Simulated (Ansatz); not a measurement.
# Sc3Cu: the cost of one run

Method: DFT PBE, scalar-relativistic, plane waves, PAW, in Ansatz 0.2.0.

2 further runs of the same task are left out: 1 that didn't finish, 1 set aside as unsound or not needed.

### 1 The structure to begin with

Symmetry: Fm-3m, No. 225, cubic system. The conventional cell has a = 6.794 Å, b = 6.794 Å, c = 6.794 Å, α = 90.00°, β = 90.00°, γ = 90.00°. Sc (site symmetry -43m) is surrounded by 4 Sc at 2.94 Å and 4 Cu at 2.94 Å. Sc (site symmetry m-3m) has 8 Sc at 2.94 Å as nearest neighbours. Cu (site symmetry m-3m) is surrounded by 8 Sc at 2.94 Å.

Coordinates:

```
Sc Cu
1.0
     0.00000    3.39684    3.39684
     3.39684    0.00000    3.39684
     3.39684    3.39684    0.00000
Sc Cu
3 1
Direct
  0.25000 0.25000 0.25000
  0.75000 0.75000 0.75000
  0.50000 0.50000 0.50000
  0.00000 0.00000 0.00000
```

The cell is invented: random cell by space group and Wyckoff sites (Fm-3m, No. 225). The dimensions are guesses.

### 2 A first look at the guess

File input.yaml:

```yaml
crystal:
  lattice:
    - [0.0, 3.39683514, 3.39683514]
    - [3.39683514, 0.0, 3.39683514]
    - [3.39683514, 3.39683514, 0.0]
  atoms:
    - { symbol: Sc, position: [0.25, 0.25, 0.25] }
    - { symbol: Sc, position: [0.75, 0.75, 0.75] }
    - { symbol: Sc, position: [0.5, 0.5, 0.5] }
    - { symbol: Cu, position: [0.0, 0.0, 0.0] }
basis:
  ecutwfc: 420
kpoints:
  mp_grid: { grid: [4, 4, 4] }
hamiltonian:
  xc: pbe
scf:
  occupations: { method: gaussian, width: 0.1 }
  lower_state_search: "off"
output:
  forces: true
  stress: true
  eigenvalues: true
```

The run is started by

```sh
$ ansatz run input.yaml --threads 1 --pin off --max-ram 2560MiB --backend cpu --events-out ev --progress --plain --runs-dir out
```

What time and memory should one allow on 1 thread of Intel Xeon at 2.70GHz, shared host?

About 2.5 s, with a peak of 0.37 GiB.
